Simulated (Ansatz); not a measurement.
# Fe12S: the cost of one run

Method: DFT PBE, scalar-relativistic, plane waves, PAW, in Ansatz 0.2.0.

The COD entry's cell or inner coordinates are ideal or old and differ from later refinements, so a difference from it is no clean test against experiment.

2 further runs of the same task are left out: 2 set aside as unsound or not needed.

## Step 1: The structure to begin with

It takes space group P4mm (No. 99, tetragonal). Conventional cell: a = 2.832 Å, b = 2.832 Å, c = 24.079 Å, α = 90.00°, β = 90.00°, γ = 90.00°. Around Fe (site symmetry 4mm) lie 4 Fe at 2.45 Å. Fe (site symmetry 4mm) has 8 Fe at 2.45 Å in its first shell of neighbours. Fe (site symmetry 4mm) has 8 Fe at 2.45 to 2.48 Å in its first shell of neighbours. Around Fe (site symmetry 4mm) lie 14 Fe at 2.47 to 2.87 Å. Fe (site symmetry 4mm) has 8 Fe at 2.44 to 2.47 Å in its first shell of neighbours. Fe (site symmetry 4mm) is surrounded by 4 Fe at 2.44 Å.

As a file:

```xyz
12
Lattice="4.0045 0.0000 0.0000 0.0000 4.0045 0.0000 0.0000 0.0000 24.0789" Properties=species:S:1:pos:R:3 pbc="T T T"
Fe    0.0000    2.0022    8.5000
Fe    2.0022    0.0000    8.5000
Fe    0.0000    0.0000    9.9158
Fe    2.0022    2.0022    9.9158
Fe    0.0000    2.0022   11.3316
Fe    2.0022    0.0000   11.3316
Fe    0.0000    0.0000   12.7875
Fe    2.0022    2.0022   12.7875
Fe    0.0000    2.0022   14.2410
Fe    2.0022    0.0000   14.2410
Fe    0.0000    0.0000   15.6414
Fe    2.0022    2.0022   15.6414
```

Planes are indexed in the bulk's conventional cell (Im-3m (No. 229)), a = 2.832 Å, b = 2.832 Å, c = 2.832 Å, α = 90.00°, β = 90.00°, γ = 90.00°.

It is a (100) slab, 7.1 Å thick as cut, with 17 Å of vacuum; its outer planes are Fe (top) and Fe (bottom). An earlier relaxation, lower half held, gave -53760.6150 eV, work function 3.91 eV.

## Step 2: S put at a top (Fe) site

input.yaml

```yaml
crystal:
  lattice:
    - [4.0044583319, 0.0, 0.0]
    - [0.0, 4.0044583319, 0.0]
    - [0.0, 0.0, 26.0789491037]
  atoms:
    - { symbol: Fe, position: [0.0, 0.5, 0.3259333789], spin: 3.25 }
    - { symbol: Fe, position: [0.5, 0.0, 0.3259333789], spin: 3.25 }
    - { symbol: Fe, position: [0.0, 0.0, 0.380221986], spin: 2.61 }
    - { symbol: Fe, position: [0.5, 0.5, 0.380221986], spin: 2.61 }
    - { symbol: Fe, position: [0.0, 0.5, 0.4345105931], spin: 2.69 }
    - { symbol: Fe, position: [0.5, 0.0, 0.4345105931], spin: 2.69 }
    - { symbol: Fe, position: [0.0, 0.0, 0.4903369284], spin: 2.74 }
    - { symbol: Fe, position: [0.5, 0.5, 0.4903369284], spin: 2.74 }
    - { symbol: Fe, position: [0.0, 0.5, 0.5460727631], spin: 2.62 }
    - { symbol: Fe, position: [0.5, 0.0, 0.5460727631], spin: 2.62 }
    - { symbol: Fe, position: [0.0, 0.0, 0.5997724729], spin: 3.24 }
    - { symbol: Fe, position: [0.5, 0.5, 0.5997724729], spin: 3.24 }
    - { symbol: S, position: [0.0, 0.0, 0.691033819], spin: 2.0 }
basis:
  ecutwfc: 420
kpoints:
  mp_grid: { grid: [7, 7, 1] }
hamiltonian:
  xc: pbe
scf:
  occupations: { method: gaussian, width: 0.1 }
output:
  forces: true
  eigenvalues: true
  populations: true
  write_density: true
  write_potential: true
  elf: true
  volumetric_format: npy
magnetization:
  spin_polarized: true
relax:
  adjacent_minimum: "off"
  f_tol: 0.03
  max_steps: 70
  constraints: [{ sites: [0, 1, 2, 3, 4, 5] }]
efield:
  axis: 3
  dipole_correction: true
```

The run is started by

```console
> ansatz run input.yaml --threads 4 --pin off --max-ram 10240MiB --backend cpu --events-out ev --progress --plain --runs-dir out
```

**Question.** How long does this run take on 4 threads of Intel Xeon Platinum 8259CL at 2.50GHz (Skylake/Cascade Lake), shared host, and how much memory does it need?

About 8.1 min, with a peak of 2 GiB.
